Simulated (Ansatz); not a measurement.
# Zr3Ag: the cost of one run

Program: Ansatz 0.2.0. Level of theory: DFT LDA, scalar-relativistic. These are calculated values, not measurements.

## (1) The starting structure

It takes space group P4/mmm (No. 123, tetragonal). Conventional cell: a = 4.566 Å, b = 4.566 Å, c = 3.986 Å, α = 90.00°, β = 90.00°, γ = 90.00°. Around Zr (site symmetry 4/mmm) lie 8 Zr at 3.03 Å and 4 Ag at 3.23 Å. Around Zr (site symmetry mmm) lie 8 Zr at 3.03 to 3.23 Å and 4 Ag at 3.03 Å. Ag (site symmetry 4/mmm) has 12 Zr at 3.03 to 3.23 Å in its first shell of neighbours.

As a file:

```xyz
4
Lattice="4.5660 0.0000 0.0000 0.0000 4.5660 0.0000 0.0000 0.0000 3.9860" Properties=species:S:1:pos:R:3 pbc="T T T"
Zr    2.2830    2.2830    0.0000
Zr    0.0000    2.2830    1.9930
Zr    2.2830    0.0000    1.9930
Ag    0.0000    0.0000    0.0000
```

Atoms are numbered in the order of the input: Zr1, Zr2, Zr3, Ag4.

## (2) Volume × 0.94, LAPW

File input.yaml:

```yaml
crystal:
  lattice:
    - [4.4727901724, 0.0, 0.0]
    - [0.0, 4.4727901724, 0.0]
    - [0.0, 0.0, 3.9046302293]
  atoms:
    - { symbol: Zr, position: [0.5, 0.5, 0.0] }
    - { symbol: Zr, position: [0.0, 0.5, 0.5] }
    - { symbol: Zr, position: [0.5, 0.0, 0.5] }
    - { symbol: Ag, position: [0.0, 0.0, 0.0] }
kpoints:
  mp_grid: { grid: [7, 7, 8] }
  band_path:
    path:
      - [0.0, 0.0, 0.0]
      - [0.0, 0.5, 0.0]
      - [0.5, 0.5, 0.0]
      - [0.0, 0.0, 0.0]
      - [0.0, 0.0, 0.5]
      - [0.0, 0.5, 0.5]
      - [0.5, 0.5, 0.5]
      - [0.0, 0.0, 0.5]
      - [0.0, 0.5, 0.0]
    npoints: 5
scf:
  occupations: { method: fermi_dirac, width: 0.05 }
hamiltonian:
  xc: lda
  pseudopotentials: { kind: all_electron, lapw: { basis_error: 0.001 } }
output:
  forces: true
  stress: true
  eigenvalues: true
```

On the command line:

```console
> ansatz run input.yaml --threads 1 --pin off --max-ram 4096MiB --backend cpu --events-out ev --progress --plain --runs-dir out
```

**Question.** How long does this run take on 1 thread of Arm Neoverse V1, shared host, and how much memory does it need?

About 95 s, with a peak of 0.6 GiB.
